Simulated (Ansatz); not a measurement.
HfB2, space group P6/mmm, a point defect in a supercell

Program: Ansatz 0.2.0, Python API.

Typed at the interpreter:
```pycon
>>> import warnings
>>> import ansatz as az
>>> from ase import Atoms
>>> import numpy as np
>>> warnings.simplefilter("ignore", az.DeckWarning)
>>> atoms = Atoms(
...     ["Hf", "B", "B"],
...     scaled_positions=[
...         [0.0, 0.0, 0.0],
...         [1 / 3, 2 / 3, 0.5],
...         [2 / 3, 1 / 3, 0.5],
...     ],
...     cell=[
...         [3.14, 0.0, 0.0],
...         [-1.57, 2.71932, 0.0],
...         [0.0, 0.0, 3.48],
...     ],
...     pbc=True,
... )
>>> xtal = az.Crystal.from_ase(atoms)
>>> host = xtal.supercell(2, 2, 1)
>>> defective = host.interstitial("B", at=[0.0, 0.0, 0.5])
>>> def with_settings(structure):
...     return (
...         structure.calculation()
...         .kpoints(spacing=0.5)
...         .occupations("Fermi-Dirac", width=0.1)
...         .band_table()
...     )
...
>>> perfect = with_settings(host).run().report
>>> setup = with_settings(defective).forces()
>>> result = setup.run()
>>> r = result.report
>>> r["n_kpoints"], r["n_symmetry_ops"], r["n_pw"]
(9, 24, 2315)
>>> type(result).__name__, type(r).__name__
('RunOutcome', 'dict')
>>> n_host, n_defect = len(perfect["lattice"]["sites"]), len(r["lattice"]["sites"])
>>> print(f"perfect cell: {n_host} atoms, F = {perfect['free_energy_ev']:.4f} eV")
perfect cell: 12 atoms, F = -64144.6963 eV
>>> print(f"defect cell:  {n_defect} atoms, F = {r['free_energy_ev']:.4f} eV")
defect cell:  13 atoms, F = -64291.1982 eV
>>> # chemical potentials are still to be added to this difference
>>> print(f"difference {r['free_energy_ev'] - perfect['free_energy_ev']:.4f} eV (no chemical potentials)")
difference -146.5018 eV (no chemical potentials)
>>> for label, run in (("perfect", perfect), ("defect", r)):
...     levels, filled = np.array(run["eigenvalues_ev"][0]), np.array(run["occupations"][0])
...     top = int(np.argmin(np.abs(levels - run["fermi_energy_ev"])))
...     window = slice(max(top - 3, 0), top + 4)
...     print(label, "levels near E_F at the first k-point:", ", ".join(f"{e - run['fermi_energy_ev']:.2f} ({f:.2f})" for e, f in zip(levels[window], filled[window])))
...
perfect levels near E_F at the first k-point: -2.52 (2.00), -2.52 (2.00), -2.52 (2.00), -2.39 (2.00), 2.51 (0.00), 2.51 (0.00), 2.51 (0.00)
defect levels near E_F at the first k-point: -3.39 (2.00), -3.37 (2.00), -3.37 (2.00), 1.10 (0.00), 1.35 (0.00), 1.35 (0.00), 1.62 (0.00)
>>> for site in result.lattice.sites:
...     print(f"{site.symbol:2s}", " ".join(f"{v:8.4f}" for v in site.position_ang))
...
Hf   0.0000   0.0000   0.0000
B    0.0000   1.8129   1.7400
B    1.5700   0.9064   1.7400
Hf  -1.5700   2.7193   0.0000
B   -1.5700   4.5322   1.7400
B    0.0000   3.6258   1.7400
Hf   3.1400   0.0000   0.0000
B    3.1400   1.8129   1.7400
B    4.7100   0.9064   1.7400
Hf   1.5700   2.7193   0.0000
B    1.5700   4.5322   1.7400
B    3.1400   3.6258   1.7400
B    0.0000   0.0000   1.7400
```

Caveats:
- Absolute energies stand on the zero of these potentials, so only differences at equal settings mean something. A total without «per atom» is that of the cell as typed.
- The computed bands are complete only to about 4.8 eV above the Fermi level.
- For a metal this k-point mesh is coarse: on a finer one energies can move by several to tens of meV an atom and pressures by half a GPa or more, differences at one mesh by less.
- The atoms stand at ideal sites; relaxing them can change energy and levels by an eV or more.
- The difference holds no chemical potentials.
- Errors of mesh and smearing per atom add up over the supercell, so the energy can be off by tenths of an eV.
- Each cell's levels count from its own Fermi level and aren't aligned; one k-point can hide that the defect cell is metallic.
- No functional is typed, so the default, PBE, holds.
- The starting cell is as deposited in a crystallographic database; the results hold for this polymorph, which needn't be the stable one.
- Levels are Kohn-Sham eigenvalues on this mesh, without spin-orbit coupling.
- The supercell is small, so the defect meets its images and the energies aren't those of an isolated defect; a partly filled defect level may also lower its energy by spin or distortion. For a charged cell the difference holds no correction, alignment or term for the electrons' reservoir.
- Finished in 13 s on 1 thread of Arm Neoverse V1, with other jobs on the host, peak memory 0.48 GiB.
